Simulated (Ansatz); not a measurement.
# IrC: the crystal squeezed far

The task here is to estimate one member of a computed series from the others.

Method: DFT, PBE, PAW with Ansatz's default frozen-core files, scalar-relativistic, in Ansatz 0.2.0.

1 further run of the same task is left out (it didn't finish).

**Starting point**

Symmetry: F-43m, No. 216, cubic system. Conventional cell: a = 4.644 Å, b = 4.644 Å, c = 4.644 Å, α = 90.00°, β = 90.00°, γ = 90.00°. Ir (site symmetry -43m) is surrounded by 4 C at 2.01 Å. C (site symmetry -43m) has 4 Ir at 2.01 Å as nearest neighbours.

Structure file:

```
Ir C
1.0
     0.00000    2.32185    2.32185
     2.32185    0.00000    2.32185
     2.32185    2.32185    0.00000
Ir C
1 1
Direct
  0.00000 0.00000 0.00000
  0.25000 0.25000 0.25000
```

Whether this phase is the stable one at these pressures isn't tested.

Atoms are numbered in the order of the input: Ir1, C2.

The first run:

File input.yaml:

```yaml
crystal:
  lattice:
    - [0.0, 2.3218500048, 2.3218500048]
    - [2.3218500048, 0.0, 2.3218500048]
    - [2.3218500048, 2.3218500048, 0.0]
  atoms:
    - { symbol: Ir, position: [0.0, 0.0, 0.0] }
    - { symbol: C, position: [0.25, 0.25, 0.25] }
kpoints:
  mp_grid: { grid: [16, 16, 16] }
scf:
  occupations: { method: fermi_dirac, width: 0.08 }
hamiltonian:
  xc: pbe
  pseudopotentials: { kind: paw }
output:
  forces: true
  stress: true
relax:
  f_tol: 0.005
  max_steps: 40
  cell: {}
```

Launch:

```bash
> ansatz run input.yaml --threads 1 --pin off --max-ram 2048MiB --backend cpu --events-out ev --progress --plain --runs-dir out
```

Steps of the session up to this table: Cell relaxed at zero pressure, PAW; Volume scaled by 1, PAW; Volume scaled by 0.88, PAW; Volume scaled by 0.78, PAW; Volume scaled by 0.68, PAW; Volume scaled by 0.58, PAW; Volume scaled by 0.5, PAW; Volume scaled by 0.43, PAW; Volume scaled by 0.43, PAW (cutoff 800 eV).

One table of the session follows, with a row left open; its other results are not shown here.

| method | volume over the first | volume (Å³/atom) | pressure (GPa) |
| --- | --- | --- | --- |
| PAW | 1 | 12.335 | -0.03 |
| PAW | 0.88 | 10.855 | 46.79 |
| PAW | 0.78 | 9.621 | 118.56 |
| PAW | 0.68 | 8.388 | 247.19 |
| PAW | 0.58 | 7.154 | 488.29 |
| PAW | 0.5 | ? | ? |
| PAW | 0.43 | 5.304 | 1393.06 |
| PAW (cutoff 800 eV) | 0.43 | 5.304 | 1392.79 |

Q: Estimate the row for PAW, 0.5 from the others.

The run gave: volume (Å³/atom): 6.168; pressure (GPa): 844.05. In the column «volume (Å³/atom)» it lies between PAW (cutoff 800 eV), 0.43 (5.304) and PAW, 0.58 (7.154).
